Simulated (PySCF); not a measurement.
# MeHSiCl2: electronic excitations and core binding energies

Aim: predict the electronic excitations and core binding energies of MeHSiCl2 (`C[SiH](Cl)Cl`).

Programs: PySCF 2.14.0, with density-fitted response routines of our own. Each step states its level of theory. These are calculated values for one molecule in the gas phase, unless marked as measured. Atoms count from 0, in the outputs and in this text.

**1. The molecule as given**

8 atoms, charge 0, multiplicity 1; geometry from: GFN2-xTB.

Bonds of the start (Å): C0–Si1 1.90, Si1–Cl2 2.02, Si1–Cl3 2.02, C0–H4 1.09, C0–H5 1.09, C0–H6 1.09, Si1–H7 1.46.

**2. Ultraviolet spectrum: CAM-B3LYP/def2-SVPD**

Job settings and geometry (Å):

```
{"job": {"kind": "uv", "xc": "CAM-B3LYP", "basis": "def2-SVPD", "nstates": 8, "ntriplets": 3}, "charge": 0, "multiplicity": 1}
C     -1.038976    -0.016475     0.004129
Si     0.853860     0.021715     0.123072
Cl     1.556295     1.634744    -0.870668
Cl     1.612230    -1.651643    -0.717835
H     -1.478900     0.870835     0.449461
H     -1.449174    -0.881015     0.517599
H     -1.371234    -0.063032    -1.030587
H      1.324955     0.094283     1.500264
```

With the program's defaults for keys left out, this is: TDDFT CAM-B3LYP/def2-SVPD, vertical, gas phase, core orbitals frozen in the response.

Log:

```text
coarse grid: 8440 points
cycle   1  E = -1249.9504493197  dE =  2.781e-01  |g| = 3.725e-01  |ddm| = 3.299e+00
cycle   2  E = -1249.9627530559  dE = -1.230e-02  |g| = 3.232e-01  |ddm| = 1.097e+00
cycle   3  E = -1249.9913037631  dE = -2.855e-02  |g| = 1.726e-02  |ddm| = 5.008e-01
cycle   4  E = -1249.9914032619  dE = -9.950e-05  |g| = 7.269e-03  |ddm| = 5.670e-02
cycle   5  E = -1249.9914184646  dE = -1.520e-05  |g| = 1.833e-03  |ddm| = 1.258e-02
cycle   6  E = -1249.9914194742  dE = -1.010e-06  |g| = 5.833e-04  |ddm| = 3.389e-03
final grid: 68120 points
cycle   7  E = -1250.1279028486  dE = -9.304e-06  |g| = 2.941e-03  |ddm| = 2.101e-02
cycle   8  E = -1250.1279031352  dE = -2.866e-07  |g| = 2.743e-03  |ddm| = 6.903e-03
cycle   9  E = -1250.1279050686  dE = -1.933e-06  |g| = 1.201e-04  |ddm| = 3.186e-03
cycle  10  E = -1250.1279050724  dE = -3.750e-09  |g| = 4.275e-05  |ddm| = 2.595e-04
cycle  11  E = -1250.1279050729  dE = -5.414e-10  |g| = 5.069e-06  |ddm| = 7.960e-05
converged SCF energy = -1250.1279050729

Static polarisability (au): isotropic 63.925, principal 56.267 66.294 69.215

Singlet excitations
state   eV       nm        f      main configurations
  1   8.0055    154.9   0.01618   H->L+1 0.85
  2   8.1565    152.0   0.00066   H->L+2 0.84
  3   8.4664    146.4   0.07048   H->L 0.84
  4   8.4679    146.4   0.04374   H-1->L+1 0.61, H-1->L 0.15, H-3->L+2 0.14
  5   8.7248    142.1   0.00011   H-2->L+1 0.75
  6   8.7618    141.5   0.07234   H-1->L+2 0.66, H-3->L+1 0.17
  7   8.9643    138.3   0.02929   H-3->L+1 0.60, H-1->L+2 0.16, H->L+3 0.10
  8   8.9784    138.1   0.00378   H-1->L 0.65, H-1->L+1 0.16

Triplet excitations (Tamm-Dancoff, eV): 7.6455 7.7625 7.9286
```

Wall time 17 s (1 thread, shared host).

The orbitals next to the gap, with their largest atomic shares:

```csv
orbital,eV,atoms
HOMO−3,-11.11,"Cl3 36 %, Cl2 36 %, Si1 15 %"
HOMO−2,-11.04,"Cl2 45 %, Cl3 45 %, Si1 7 %"
HOMO−1,-10.67,"Cl3 48 %, Cl2 48 %"
HOMO,-10.23,"Cl3 25 %, Cl2 25 %, C0 19 %"
LUMO,1.09,"Si1 33 %, Cl2 15 %, Cl3 15 %"
LUMO+1,1.28,"Cl2 26 %, Cl3 26 %, Si1 23 %"
LUMO+2,1.45,"Cl3 27 %, Cl2 27 %, Si1 23 %"
```

With each of the 8 states as a Gaussian band of 0.4 eV half-width at 1/e, the curve within the window shown has maxima at 144 nm (ε 7,300) L/(mol cm). Beyond the last state computed it falls off for lack of states. The curve at chosen wavelengths:

(nm, ε (L/mol/cm)): (134, 1356), (135, 1910), (137, 3295), (138, 4067), (139, 4840), (141, 6211), (142, 6728), (143, 7088), (145, 7265), (146, 7075), (147, 6718), (149, 5632), (150, 4984), (151, 4321), (152, 3679), (154, 2552), (155, 2090), (156, 1698), (158, 1098), (159, 875), (160, 693), (162, 422), (163, 323), (164, 245), (166, 134), (167, 97)

Ground-state properties from the same run:

```csv
property,computed
dipole moment (D),1.86
polarisability (Å³),9.47
HOMO–LUMO gap (eV),11.32
−ε(HOMO) (eV),10.23
```

**3. Core-electron binding energies: SCAN, X2C**

The job, as its differences from that of step 2:

```diff
@@ -1,2 +1,2 @@
-{"job": {"kind": "uv", "xc": "CAM-B3LYP", "basis": "def2-SVPD", "nstates": 8, "ntriplets": 3}, "charge": 0, "multiplicity": 1}
+{"job": {"kind": "xps"}, "charge": 0, "multiplicity": 1}
 C     -1.038976    -0.016475     0.004129
```

Method: delta-SCF UKS SCAN, pcX-2 on the ionised atom, pcseg-1 elsewhere, spin-free X2C.

Log:

```text
ground state, core basis on atom 0 (C), 119 functions
  cycle   1  E = -1253.57406822  |g| = 4.65e-01
  cycle   2  E = -1253.54109964  |g| = 5.76e-01
  cycle   3  E = -1253.63196264  |g| = 4.69e-02
  cycle   4  E = -1253.63256220  |g| = 1.49e-02
  cycle   5  E = -1253.63262592  |g| = 3.70e-03
  cycle   6  E = -1253.63262816  |g| = 2.29e-03
  cycle   7  E = -1253.63262627  |g| = 3.98e-04
  E(ground) = -1253.67435075 Eh
hole in C 1s of atom 0
  cycle   1  E = -1242.38278941  |g| = 1.50e+00
  cycle   2  E = -1241.82024119  |g| = 1.73e+00
  cycle   3  E = -1242.90289342  |g| = 3.20e-01
  cycle   4  E = -1242.93737020  |g| = 1.38e-01
  cycle   5  E = -1242.94830990  |g| = 3.98e-02
  cycle   6  E = -1242.94914400  |g| = 6.32e-03
  cycle   7  E = -1242.94916710  |g| = 2.95e-03
  cycle   8  E = -1242.94917441  |g| = 8.04e-04
  cycle   9  E = -1242.94917450  |g| = 3.82e-04
  E(ion) = -1242.98914436 Eh   <S^2> = 0.7670   hole on atom = 1.000   binding energy = 290.759 eV
ground state, core basis on atom 1 (Si), 130 functions
  cycle   1  E = -1253.73405176  |g| = 2.89e-01
  cycle   2  E = -1253.73387801  |g| = 5.56e-02
  cycle   3  E = -1253.73352137  |g| = 6.01e-02
  cycle   4  E = -1253.73441867  |g| = 7.90e-03
  cycle   5  E = -1253.73443595  |g| = 6.93e-04
  cycle   6  E = -1253.73443880  |g| = 1.53e-04
  E(ground) = -1253.73492642 Eh
hole in Si 1s of atom 1
  cycle   1  E = -1184.74018625  |g| = 4.35e+00
  cycle   2  E = -1184.39923468  |g| = 2.38e+00
  cycle   3  E = -1184.97736462  |g| = 1.12e+00
  cycle   4  E = -1185.72832935  |g| = 3.52e-01
  cycle   5  E = -1185.79801791  |g| = 5.91e-02
  cycle   6  E = -1185.79886595  |g| = 3.89e-02
  cycle   7  E = -1185.79976657  |g| = 8.46e-03
  cycle   8  E = -1185.79980626  |g| = 2.04e-03
  cycle   9  E = -1185.79980691  |g| = 5.59e-04
  cycle  10  E = -1185.79980749  |g| = 2.61e-04
  E(ion) = -1185.80432382 Eh   <S^2> = 0.7523   hole on atom = 1.000   binding energy = 1848.486 eV
hole in Si 2p of atom 1
  cycle   1  E = -1249.40631329  |g| = 1.25e+00
  cycle   2  E = -1248.94450149  |g| = 1.40e+00
  cycle   3  E = -1249.61570923  |g| = 4.35e-01
  cycle   4  E = -1249.72903935  |g| = 9.55e-02
  cycle   5  E = -1249.73385569  |g| = 2.90e-02
  cycle   6  E = -1249.73432951  |g| = 1.08e-02
  cycle   7  E = -1249.73439286  |g| = 2.69e-03
  cycle   8  E = -1249.73439889  |g| = 6.02e-04
  cycle   9  E = -1249.73439662  |g| = 2.16e-04
  E(ion) = -1249.74223499 Eh   <S^2> = 0.7523   hole on atom = 1.003   binding energy = 108.647 eV
  2p3/2 = 108.497 eV   2p1/2 = 109.126 eV
ground state, core basis on atom 2 (Cl), 130 functions
  cycle   1  E = -1253.81829612  |g| = 4.85e-01
  cycle   2  E = -1253.81830028  |g| = 5.27e-02
  cycle   3  E = -1253.81800595  |g| = 5.43e-02
  cycle   4  E = -1253.81878541  |g| = 9.55e-03
  cycle   5  E = -1253.81880249  |g| = 2.13e-03
  cycle   6  E = -1253.81880231  |g| = 3.26e-04
  E(ground) = -1253.84413510 Eh
hole in Cl 1s of atom 2
  cycle   1  E = -1148.61014919  |g| = 5.47e+00
  cycle   2  E = -1149.14999355  |g| = 2.12e+00
  cycle   3  E = -1149.63251675  |g| = 6.79e-01
  cycle   4  E = -1149.82022876  |g| = 2.28e-01
  cycle   5  E = -1149.84756136  |g| = 8.45e-02
  cycle   6  E = -1149.85144437  |g| = 2.44e-02
  cycle   7  E = -1149.85170252  |g| = 1.03e-02
  cycle   8  E = -1149.85175117  |g| = 2.12e-03
  cycle   9  E = -1149.85175471  |g| = 8.13e-04
  cycle  10  E = -1149.85175431  |g| = 1.21e-04
  E(ion) = -1149.88452773 Eh   <S^2> = 0.7519   hole on atom = 1.000   binding energy = 2828.885 eV
hole in Cl 2p of atom 2
  cycle   1  E = -1245.74630578  |g| = 1.70e+00
  cycle   2  E = -1245.79160576  |g| = 1.22e+00
  cycle   3  E = -1246.17194132  |g| = 2.37e-01
  cycle   4  E = -1246.19776716  |g| = 1.25e-01
  cycle   5  E = -1246.20715484  |g| = 3.36e-02
  cycle   6  E = -1246.20773305  |g| = 9.97e-03
  cycle   7  E = -1246.20777934  |g| = 3.21e-03
  cycle   8  E = -1246.20778456  |g| = 8.05e-04
  cycle   9  E = -1246.20778258  |g| = 2.02e-04
  E(ion) = -1246.24108339 Eh   <S^2> = 0.7517   hole on atom = 1.001   binding energy = 206.890 eV
  2p3/2 = 206.304 eV   2p1/2 = 207.958 eV
```

Wall time 24 s (1 thread, shared host).

The holes in one table. −ε is the ground-state orbital energy:

```csv
hole,stands for,environment,ΔSCF (eV; 2p as the shell's mean),−ε (eV),⟨S²⟩
C1s on C0,C0,methyl carbon bonded to Si,290.76,273.8,0.767
Si1s on Si1,Si1,"silicon bonded to C, 2 Cl, H",1848.49,1795.2,0.752
Si2p on Si1,Si1,"silicon bonded to C, 2 Cl, H",108.71,97.9,0.752
Cl1s on Cl2,"Cl2, Cl3",chlorine bonded to Si,2828.89,2763.8,0.752
Cl2p on Cl2,"Cl2, Cl3",chlorine bonded to Si,206.86,193.7,0.752
```

Each hole run stands for the others of its class of like atoms.

With the spin-orbit splitting: Si1 2p3/2 108.50, 2p1/2 109.13 eV; Cl2 2p3/2 206.30, 2p1/2 207.96 eV. The table gives each 2p level as the mean over the whole 2p shell (two parts 2p3/2, one part 2p1/2), which differs a little from the single hole in the log.

**4. Summary of results**

| quantity | value |
| --- | --- |
| lowest singlet (CAM-B3LYP/def2-SVPD) | 8.01 eV (155 nm), f = 0.016 |
| brightest single state of those computed | state 6, 8.76 eV, f = 0.072 |
| lowest triplet | 7.65 eV |
| C1s binding energies, SCAN/pcX-2 | C0 290.76 eV |
| Si1s binding energies, SCAN/pcX-2 | Si1 1848.49 eV |
| Si2p binding energies, SCAN/pcX-2 | Si1 108.71 eV |
| Cl1s binding energies, SCAN/pcX-2 | Cl2 2828.89 eV |
| Cl2p binding energies, SCAN/pcX-2 | Cl2 206.86 eV |

In words: The first singlet state (HOMO→LUMO+1 0.85) lies at 8.01 eV and is weak; of the 8 states computed, the strongest absorption comes from states 3 to 4 together at 8.47 eV. The lowest triplet lies 0.36 eV below the lowest singlet (triplets in Tamm-Dancoff, singlets in full TDDFT).
